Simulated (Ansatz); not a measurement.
BaMg6Ti under changes of volume

One of the cells (25.567 Å³/atom); the others are scaled copies at fixed shape and fractional positions:

```
CELL_PARAMETERS angstrom
6.68316 0.00000 0.00000
-3.34158 5.78779 0.00000
0.00000 0.00000 5.28780
ATOMIC_POSITIONS crystal
Ba 0.00000 0.00000 0.00000
Ti 0.66667 0.33333 0.50000
Mg 0.51403 0.48597 0.00000
Mg 0.97194 0.48597 0.00000
Mg 0.51403 0.02806 0.00000
Mg 0.17702 0.82298 0.50000
Mg 0.64595 0.82298 0.50000
Mg 0.17702 0.35405 0.50000
```

The cell comes from a database or a generator and needn't be the stable form of this composition.

| Quantity | Value |
| --- | --- |
| Program | Ansatz 0.2.0 |
| Functional | PBE |
| Potentials or basis | Ansatz PAW |
| Cutoff | 420 eV (not typed: the program's choice for these potentials) |
| k mesh | 5 × 5 × 5 |
| Occupations | fermi-dirac, width 0.05 eV |
| Spin | no spin polarisation |

```tsv
volume (Å³/atom)	energy over the lowest point (meV/atom)	pressure (GPa)	largest force (eV/Å)
24.033	7.90	2.0	0.242
24.544	2.83	1.2	0.208
25.056	0.28	0.5	0.176
25.567	0.00	-0.2	0.147
26.078	1.78	-0.8	0.119
26.590	?	?	?
27.101	10.79	-1.9	0.070
```

**Question.** What does the run at 26.590 Å³/atom give?

**Answer.** Energy over the lowest point 5.44 meV/atom; pressure -1.4 GPa; largest force 0.094 eV/Å.

Worked out: A Birch-Murnaghan fit of order 3 (a polynomial in V^(-2/3)) to the other rows has its minimum at 25.37 Å³/atom with B0 = V·E''(V) = 33 GPa and B' = 3.9 at fixed shape and positions, which overstates the stiffness. It gives 5.44 meV/atom at 26.590 Å³/atom, against the run's 5.44, and -dE/dV = -1.4 GPa, against -1.4.

Energies are extrapolated to zero smearing.
